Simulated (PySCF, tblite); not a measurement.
# C3H3ClFSi radical: geometry, infrared bands and EPR parameters

Aim: predict the infrared bands and EPR parameters of C3H3ClFSi radical (`F[C]1C([SiH3])=C1Cl`).

The runs use tblite 0.8.0 and PySCF 2.14.0, with density-fitted response routines of our own; the level of theory stands in each step. All values are computed, except where a source is named. Atoms count from 0, in the outputs and in this text.

**1. The molecule as given**

9 atoms, charge 0, multiplicity 2; geometry from: force field or distance geometry start.

Bonds of the start (Å): F0–C1 1.35, C1–C2 1.41, C2–Si3 1.75, C2–C4 1.31, C4–Cl5 1.68, C4–C1 1.44, Si3–H6 1.49, Si3–H7 1.48, Si3–H8 1.47.

**2. Relaxing the molecule with GFN2-xTB**

The job: settings as JSON, then the geometry in Å.

```
{"job": {"kind": "relax", "xc": "GFN2-xTB", "basis": "xTB"}, "charge": 0, "multiplicity": 2}
F      1.302600     1.651700     0.869700
C      1.280900     1.143300    -0.384200
C      0.326700     0.157800    -0.702300
Si    -1.268400    -0.229300    -0.098400
C      1.560200    -0.254700    -0.550800
Cl     2.094700    -1.387400     0.569100
H     -1.291600    -0.319100     1.388100
H     -1.729200    -1.536000    -0.620100
H     -2.262300     0.779700    -0.496200
```

Command:

```console
OMP_NUM_THREADS=1 python probes_run.py task.json out
```

One launch serves the whole session: the jobs run in the order shown.

**Question.** This job is followed by: GFN2-xTB harmonic vibrations, gas phase; UKS B3LYP, pcH-1 on C Cl F H Si, non-relativistic, mean-field spin-orbit, GIAO. Predict these results of the whole session: strongest single infrared mode (GFN2-xTB); zero-point energy (GFN2-xTB); g(iso) (B3LYP); ⟨S²⟩; largest a(iso) (averaged by class); surface potential, 1st and 99th percentile.

**Answer**, as computed:

| quantity | value |
| --- | --- |
| strongest single infrared mode (GFN2-xTB) | 774 cm⁻¹, 583 km/mol |
| zero-point energy (GFN2-xTB) | 25.6 kcal/mol |
| g(iso) (B3LYP) | 2.00335 |
| ⟨S²⟩ | 0.755 (exact 0.75) |
| largest a(iso) (averaged by class) | 13C on C1, 628.0 MHz |
| surface potential, 1st and 99th percentile | -0.98 V and 1.42 V |

**Reading.** The optimisation took 42 steps and gained 1.199 eV; among the close pairs (by a distance rule), C2–Si3 changed most, from 1.749 to 1.861 Å. The lowest mode is slightly imaginary (12i cm⁻¹), a soft motion within the noise of the Hessian, so the minimum is not strictly shown. Unscaled tight-binding wavenumbers are off by several per cent, some by more. Its intensities can rank the bands wrongly. C1 carries the largest spin population, 0.76 e. The isotropic g lies 1.0 ppt above the free-electron value.
